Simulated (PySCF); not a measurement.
# SnCl: from the state search to spectroscopic constants

One table from this session's results is given with a row withheld; the runs are named, their logs left out.

Program: PySCF 2.14.0. Level of theory: Sn cc-pVDZ-PP with ECP28, Cl cc-pV(D+d)Z, scalar-relativistic core potentials. These are calculated values, not measurements.

The first run:

Settings of the job:

```yaml
atoms: Sn, Cl
charge: 0
basis: Sn cc-pVDZ-PP with ECP28, Cl cc-pV(D+d)Z
Hamiltonian: scalar-relativistic core potentials
basis_functions: 46
electrons_treated: 39
masses_in_u: 119.9022, 34.9689
levels: PBE0, PBE, r²SCAN, LDA, TPSS, PBEsol, HF, MP2, SCS-MP2, CCSD, CCSD(T)
grid: 80 radial by 434 angular points
occupations: held fixed by the projection of orbital angular momentum
dissociation_limit: Sn + Cl, each in its ground configuration
starting_distance_in_angstrom: 2.320
values_of_2S_to_try: 1, 3
```

Launch:

```
$ OMP_NUM_THREADS=1 python dia.py task.json out
```

Steps of the session up to this table: Set-up; PBE0 along the bond; Excited determinants; PBE (GGA); r²SCAN; LDA; TPSS; PBEsol (GGA); UHF; Adding correlation.

One of the session's tables, all rows but one given; the rest of the session is left out.

Energy (eV) from each level's lowest point:

```
R (Å)    UHF  UHF-MP2  UHF-SCS-MP2  UHF-CCSD  UHF-CCSD(T)
2.066  1.161    1.092        1.128       n/a          n/a
2.162  0.525    0.477        0.502     0.503        0.509
2.258  0.175    0.146        0.160     0.161        0.165
2.330  0.046    0.031        0.038     0.038        0.040
2.402  0.000    0.000        0.000     0.000        0.000
2.474  0.018    0.032        0.025     0.025        0.023
2.570      ?        ?            ?         ?            ?
2.690  0.305    0.364        0.337     0.335        0.327
2.834  0.601    0.686        0.649     0.643        0.632
3.026  1.037    1.155        1.105       n/a          n/a
```

**Question.** Estimate the row for R (Å) = 2.570.

Worked estimate for «UHF». A straight line through the neighbours (2.474, 0.018) and (2.690, 0.305) gives 0.018 + (0.305 − 0.018) × (2.570 − 2.474) / (2.690 − 2.474) = 0.146; a parabola fitted to 4 rows on both sides gives 0.120.

The run gave: UHF: 0.112; UHF-MP2: 0.146; UHF-SCS-MP2: 0.130; UHF-CCSD: 0.129; UHF-CCSD(T): 0.125. In «UHF» the line misses by +0.034 and the parabola by +0.008.

Caveats from the session: Lowest PBE0 solution found, without spin–orbit coupling: ²Π (doublet), unpaired electrons π ↑. At some levels the lowest empty orbital lies below the highest filled one (the two can be of opposite spin). Warnings in the runs' records: inverted.
